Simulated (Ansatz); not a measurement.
**GaH₉OSi₂: up Jacob's ladder to CCSD(T)**

An exercise on one series of results from a longer session: the logs are not shown, and one member is left open.

Method: functionals in def2-TZVPP, the program's frozen cores in correlated methods; program: Ansatz 0.2.0, Gaussian basis.

The runs, in order: LDA (SPW92), PBE-D4, revPBE-D4, BLYP-D4, r2SCAN-D4, B97M-V, PBE0-D4, B3LYP-D4, r2SCANh-D4, r2SCAN0-D4, HSE06-D4, BHLYP-D4, CAM-B3LYP-D4, LC-ωPBE, ωB97X-V, ωB97M-V, B2PLYP, PBE-QIDH; CCSD(T)/def2-SVP; CCSD(T)/def2-TZVPP; MP2/def2-QZVPP; extrapolation to the limit; RPA on PBE.

**The relaxed structure**

All runs share one geometry, relaxed beforehand with PBE0-D4 in a triple-zeta def2 set.

SMILES `[SiH3][O+]([SiH3])[GaH3-]`, 13 atoms, charge 0, spin multiplicity 1.

Atoms are counted from 1 here; the program's logs count them from 0.

Bond lengths: Si1–O2 1.676 Å, Si1–H5 1.477 Å, Si1–H6 1.484 Å, Si1–H7 1.479 Å, O2–Si3 1.676 Å, O2–Ga4 2.205 Å, Si3–H8 1.477 Å, Si3–H9 1.484 Å, Si3–H10 1.479 Å, Ga4–H11 1.572 Å, Ga4–H12 1.578 Å, Ga4–H13 1.578 Å. Angles: O2–Si1–H5 107.5°, O2–Si1–H6 107.0°, O2–Si1–H7 109.3°, H5–Si1–H6 111.1°, H5–Si1–H7 111.6°, H6–Si1–H7 110.2°, Si1–O2–Si3 132.8°, Si1–O2–Ga4 113.2°, Si3–O2–Ga4 113.1°, O2–Si3–H8 107.6°, O2–Si3–H9 106.8°, O2–Si3–H10 109.4°, H8–Si3–H9 111.0°, H8–Si3–H10 111.6°, H9–Si3–H10 110.2°, O2–Ga4–H11 98.6°, O2–Ga4–H12 93.6°, O2–Ga4–H13 93.8° and more.

Set-up of the first run:

in.yaml reads:

```yaml
crystal:
  periodic: [false, false, false]
  atoms:
    - {symbol: Si, position_ang: [-0.302849, 1.543860, -0.801657]}
    - {symbol: O, position_ang: [-0.064933, 0.179050, 0.141232]}
    - {symbol: Si, position_ang: [0.577924, -0.048969, 1.672170]}
    - {symbol: Ga, position_ang: [-0.323446, -1.703183, -0.977162]}
    - {symbol: H, position_ang: [-1.539373, 1.333407, -1.582072]}
    - {symbol: H, position_ang: [-0.446619, 2.692526, 0.127043]}
    - {symbol: H, position_ang: [0.869809, 1.741844, -1.681758]}
    - {symbol: H, position_ang: [-0.188198, -1.132437, 2.321330]}
    - {symbol: H, position_ang: [0.412556, 1.232213, 2.403244]}
    - {symbol: H, position_ang: [2.012765, -0.389390, 1.555794]}
    - {symbol: H, position_ang: [-1.840039, -1.961141, -0.655681]}
    - {symbol: H, position_ang: [0.781064, -2.464703, -0.145795]}
    - {symbol: H, position_ang: [0.071941, -1.057774, -2.361888]}
basis:
  gaussian: {orbitals: def2-TZVPP}
hamiltonian: {xc: lda}
output: {orbitals: {seedname: orbitals}}
```

Launch:

```console
ansatz run in.yaml --threads 4 --pin off --events-out ev --progress --plain --max-ram 10444MiB
```

Among the steps run: LDA; PBE-D4 (GGA); revPBE-D4 (GGA); BLYP-D4 (GGA); r2SCAN-D4 (meta-GGA); B97M-V (meta-GGA); PBE0-D4 (hybrid); B3LYP-D4 (hybrid); r2SCANh-D4 (hybrid); r2SCAN0-D4 (hybrid); HSE06-D4 (hybrid); BHLYP-D4 (hybrid); CAM-B3LYP-D4 (range-separated); LC-ωPBE (range-separated); ωB97X-V (range-separated); ωB97M-V (range-separated); B2PLYP (double hybrid); PBE-QIDH (double hybrid).

One of the session's tables, all rows but one given; the rest of the session is left out.

It belongs to the step «Frontier levels by functional». 

```
  functional  HOMO (eV)  gap (eV)
 LDA (SPW92)      -6.76      4.52
      PBE-D4      -6.69      4.75
   revPBE-D4      -6.66      4.84
     BLYP-D4      -6.59      4.83
   r2SCAN-D4      -7.02      5.40
      B97M-V      -7.15      5.31
     PBE0-D4      -7.93      6.85
    B3LYP-D4      -7.74      6.49
  r2SCANh-D4      -7.47      6.15
  r2SCAN0-D4      -8.15      7.26
    HSE06-D4      -7.53      6.08
    BHLYP-D4      -9.10      8.97
CAM-B3LYP-D4          ?         ?
     LC-ωPBE     -10.71     11.80
     ωB97X-V     -10.37     11.32
     ωB97M-V     -10.19     10.86
```

Estimate the missing values for CAM-B3LYP-D4.

As computed: HOMO (eV): -9.32; gap (eV): 9.29. In the column «HOMO (eV)» it lies between ωB97M-V (-10.19) and BHLYP-D4 (-9.10).
